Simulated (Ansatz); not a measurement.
VWC2:

```
W V C
1.0
     1.51704    0.87586    4.93389
    -1.51704    0.87586    4.93389
     0.00000   -1.75173    4.93389
W V C
1 1 2
Direct
  0.00000 0.00000 0.00000
  0.50000 0.50000 0.50000
  0.24649 0.24649 0.24649
  0.75351 0.75351 0.75351
```

The cell comes from a database or a generator and needn't be the stable form of this composition.

Alike in all runs: program Ansatz 0.2.0; functional PBE; potentials or basis Ansatz PAW; cutoff 420 eV (not typed: the program's choice for these potentials); k mesh 9 × 9 × 9; occupations fermi-dirac, width 0.05 eV.

Task: Only the start or the spin constraint differs. Which run ends lowest in energy?
A. collinear spin, ferromagnetic start of up to 0.5 μB; fixed moment 0.5
B. collinear spin, ferromagnetic start of up to 2.5 μB; fixed moment 2.5
C. collinear spin, program default start; fixed moment 0
D. collinear spin, ferromagnetic start of up to 1 μB; fixed moment 1
E. collinear spin, ferromagnetic start of up to 1.5 μB; fixed moment 1.5
F. collinear spin, ferromagnetic start of up to 2 μB; fixed moment 2

Result: C.

| start | free energy over the lowest (meV/atom) | net moment (μB) | site or absolute moments (μB) | gap |
| --- | --- | --- | --- | --- |
| collinear spin, ferromagnetic start of up to 0.5 μB; fixed moment 0.5 | 6.4 | 0.50 | W +0.04; V +0.34; C -0.00 | - |
| collinear spin, ferromagnetic start of up to 4 μB; fixed moment 4 | 753.9 | 4.00 | W +0.66; V +1.57; C +0.30 | - |
| collinear spin, program default start; fixed moment 0 | 0.0 | 0.00 | - | - |
| collinear spin, ferromagnetic start of up to 2.5 μB; fixed moment 2.5 | 226.9 | 2.50 | W +0.43; V +1.19; C +0.08 | - |
| collinear spin, ferromagnetic start of up to 1.5 μB; fixed moment 1.5 | 69.8 | 1.50 | W +0.21; V +0.85; C +0.02 | - |
| collinear spin, ferromagnetic start of up to 1 μB; fixed moment 1 | 28.3 | 1.00 | W +0.11; V +0.64; C +0.00 | - |
| collinear spin, ferromagnetic start of up to 2 μB; fixed moment 2 | 134.3 | 2.00 | W +0.32; V +1.02; C +0.05 | - |
| collinear spin, ferromagnetic start of up to 3 μB; fixed moment 3 | 355.5 | 3.00 | W +0.52; V +1.32; C +0.14 | - |

All polarised runs hold their moment fixed, so the table maps the energy against it. A still lower state may exist.

Caveats: the total moment is fixed, so each spin has its own Fermi level.
